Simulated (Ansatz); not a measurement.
The system is Hf2Pd2Se2Br2O3.

```
CELL_PARAMETERS angstrom
-1.89227 2.67212 12.28423
1.89227 -2.67212 12.28423
1.89227 2.67212 -12.28423
ATOMIC_POSITIONS crystal
Hf 0.92095 0.92095 0.00000
Hf 0.07905 0.07905 0.00000
Pd 0.68332 0.68332 0.00000
Pd 0.31668 0.31668 0.00000
Se 0.61777 0.11777 0.50000
Se 0.38223 0.88223 0.50000
Br 0.78660 0.78660 0.00000
Br 0.21340 0.21340 0.00000
O 0.90121 0.40121 0.50000
O 0.09879 0.59879 0.50000
O 0.00000 0.00000 0.00000
```

The cell was built by a generator and needn't be a form met in nature.

Base run:

| Quantity | Value |
| --- | --- |
| Program | Ansatz 0.2.0 |
| Functional | RPBE |
| Potentials or basis | Ansatz PAW |
| Cutoff | 420 eV |
| Density cutoff | 1680 eV |
| k mesh | 9 × 9 × 9 |
| Occupations | fermi-dirac, width 0.05 eV |
| Spin | no spin polarisation |

Its results: band gap on the k mesh none (metal or under the smearing width); pressure 2.4 GPa; largest force 0.133 eV/Å.

The run is repeated on the same cell with these changes: functional from RPBE to revPBE. What comes out?

Band gap on the k mesh none (metal or under the smearing width); pressure 1.8 GPa; largest force 0.092 eV/Å.

Caveats: the potentials were made for another functional, which shifts forces and pressure; the PAW data sets come from PBE, with cores solved anew for the run's functional, which leaves a small shift of forces and pressure.

Not every run made on this cell is shown here.
